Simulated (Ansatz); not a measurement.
# CH8AlGaOSi: vertical ionisation energy

One table from this session's results is given with a row withheld; the runs are named, their logs left out.

Computed with Ansatz 0.2.0, Gaussian basis. Level: unrestricted cation, the program's frozen cores in correlated methods.

Plan: UKS PBE-D4/def2-TZVPP; UKS r2SCAN-D4/def2-TZVPP; UKS PBE0-D4/def2-TZVPP; UKS B3LYP-D4/def2-TZVPP; UKS wB97X-V/def2-TZVPP; UKS wB97M-V/def2-TZVPP; UKS B2PLYP/def2-TZVPP; UHF-CCSD(T)/def2-TZVPP; UHF-MP2/def2-QZVPP; extrapolation to the limit; then −ε(HOMO) from the neutral's earlier runs with LDA (SPW92), PBE-D4, revPBE-D4, BLYP-D4, r2SCAN-D4, B97M-V, PBE0-D4, B3LYP-D4, r2SCANh-D4, r2SCAN0-D4, HSE06-D4, BHLYP-D4, CAM-B3LYP-D4, LC-ωPBE, ωB97X-V, ωB97M-V.

## The relaxed structure

All runs share one geometry, relaxed beforehand with PBE0-D4 in a triple-zeta def2 set.

SMILES `[CH3][AlH][O][SiH2][GaH2]`, 13 atoms, charge 0, spin multiplicity 1.

Atoms are counted from 1 here; the program's logs count them from 0.

Bond lengths: C1–Al2 1.942 Å, C1–H6 1.095 Å, C1–H7 1.093 Å, C1–H8 1.095 Å, Al2–O3 1.687 Å, Al2–H9 1.584 Å, O3–Si4 1.628 Å, Si4–Ga5 2.417 Å, Si4–H10 1.495 Å, Si4–H11 1.495 Å, Ga5–H12 1.576 Å, Ga5–H13 1.578 Å. Angles: Al2–C1–H6 110.9°, Al2–C1–H7 112.5°, Al2–C1–H8 111.0°, H6–C1–H7 107.9°, H6–C1–H8 106.5°, H7–C1–H8 107.9°, C1–Al2–O3 118.6°, C1–Al2–H9 124.7°, O3–Al2–H9 116.7°, Al2–O3–Si4 174.5°, O3–Si4–Ga5 112.2°, O3–Si4–H10 110.0°, O3–Si4–H11 109.5°, Ga5–Si4–H10 109.5°, Ga5–Si4–H11 109.5°, H10–Si4–H11 105.9°, Si4–Ga5–H12 121.7°, Si4–Ga5–H13 121.4° and more.

Set-up of the first run:

File in.yaml:

```yaml
crystal:
  periodic: [false, false, false]
  atoms:
    - {symbol: C, position_ang: [-2.832539, -0.405696, 0.224713]}
    - {symbol: Al, position_ang: [-1.120338, -0.862778, 1.018949]}
    - {symbol: O, position_ang: [0.275524, -0.673196, 0.091212]}
    - {symbol: Si, position_ang: [1.697257, -0.455034, -0.671117]}
    - {symbol: Ga, position_ang: [2.542513, 1.793804, -0.402558]}
    - {symbol: H, position_ang: [-2.847183, 0.641500, -0.094462]}
    - {symbol: H, position_ang: [-3.666459, -0.558258, 0.914177]}
    - {symbol: H, position_ang: [-3.021672, -1.006542, -0.670617]}
    - {symbol: H, position_ang: [-0.926618, -1.406827, 2.493384]}
    - {symbol: H, position_ang: [2.706539, -1.432074, -0.158760]}
    - {symbol: H, position_ang: [1.535684, -0.758209, -2.126253]}
    - {symbol: H, position_ang: [3.897698, 2.252544, -1.063842]}
    - {symbol: H, position_ang: [1.759585, 2.870776, 0.445175]}
basis:
  gaussian: {orbitals: def2-TZVPP}
total_charge: 1
magnetization: {spin_polarized: true, initial_magnetization: 1}
hamiltonian: {xc: pbe, dispersion: d4}
```

Command:

```bash
> ansatz run in.yaml --threads 2 --pin off --events-out ev --progress --plain --max-ram 22528MiB --backend cuda --devices 0, --max-vram 18GiB
```

Among the steps run: Cation, UKS PBE-D4/def2-TZVPP; Cation, UKS r2SCAN-D4/def2-TZVPP; Cation, UKS PBE0-D4/def2-TZVPP; Cation, UKS B3LYP-D4/def2-TZVPP; Cation, UKS wB97X-V/def2-TZVPP; Cation, UKS wB97M-V/def2-TZVPP; Cation, UKS B2PLYP (frozen core)/def2-TZVPP; Cation, UHF-CCSD(T)/def2-TZVPP; Cation, UHF-MP2/def2-QZVPP.

One of the session's tables, all rows but one given; the rest of the session is left out.

Orbital estimates, from the neutral's runs:

| functional | −ε(HOMO) (eV) |
| --- | --- |
| LDA (SPW92) | 6.12 |
| PBE-D4 | 6.01 |
| revPBE-D4 | 5.97 |
| BLYP-D4 | 5.89 |
| r2SCAN-D4 | 6.26 |
| B97M-V | 6.37 |
| PBE0-D4 | ? |
| B3LYP-D4 | 6.91 |
| r2SCANh-D4 | 6.66 |
| r2SCAN0-D4 | 7.25 |
| HSE06-D4 | 6.70 |
| BHLYP-D4 | 8.08 |
| CAM-B3LYP-D4 | 8.36 |
| LC-ωPBE | 9.63 |
| ωB97X-V | 9.32 |
| ωB97M-V | 9.13 |

**Question.** Estimate the row for PBE0-D4.

As computed: −ε(HOMO) (eV): 7.09. In the column «−ε(HOMO) (eV)» it lies between B3LYP-D4 (6.91) and r2SCAN0-D4 (7.25).
